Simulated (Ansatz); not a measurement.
# H2OSTe: the cost of one run

Computed with Ansatz 0.2.0, Gaussian basis. Level: r2SCAN-D4/def2-SVP.

### 1 Starting geometry

SMILES `OS[TeH]`, 5 atoms, charge 0, spin multiplicity 1.

Atoms are counted from 1 here; the program's logs count them from 0.

Bond lengths: O1–S2 1.671 Å, O1–H4 0.963 Å, S2–Te3 2.374 Å, Te3–H5 1.649 Å. Angles: S2–O1–H4 109.6°, O1–S2–Te3 103.2°, S2–Te3–H5 93.9°.

Coordinates:

```csv
atom,x (Å),y (Å),z (Å)
O1,-0.9348,-1.0820,-0.2819
S2,-0.8249,0.3494,0.5730
Te3,1.2170,1.2857,-0.1945
H4,-1.5963,-0.9929,-0.9761
H5,2.1390,0.4398,0.8796
```

### 2 The run

Contents of md/in.yaml:

```yaml
crystal:
  periodic: [false, false, false]
  atoms:
    - {symbol: O, position_ang: [-0.934810, -1.082000, -0.281860]}
    - {symbol: S, position_ang: [-0.824920, 0.349430, 0.572980]}
    - {symbol: Te, position_ang: [1.217020, 1.285700, -0.194540]}
    - {symbol: H, position_ang: [-1.596320, -0.992920, -0.976140]}
    - {symbol: H, position_ang: [2.139030, 0.439790, 0.879560]}
basis:
  gaussian: {orbitals: def2-SVP}
hamiltonian: {xc: r2scan, dispersion: d4}
md: {n_steps: 30, timestep: 0.5, temperature: 300, ensemble: nvt_nose_hoover, seed: 728, initial_velocities: maxwell_boltzmann}
```

Command:

```console
$ ansatz run in.yaml --threads 2 --pin off --events-out ev --progress --plain --max-ram 3481MiB
```

**Question.** How long does this run take on 2 threads of Arm Neoverse V1, shared host, and how much memory does it need?

About 59 s, with a peak of 0.13 GiB.
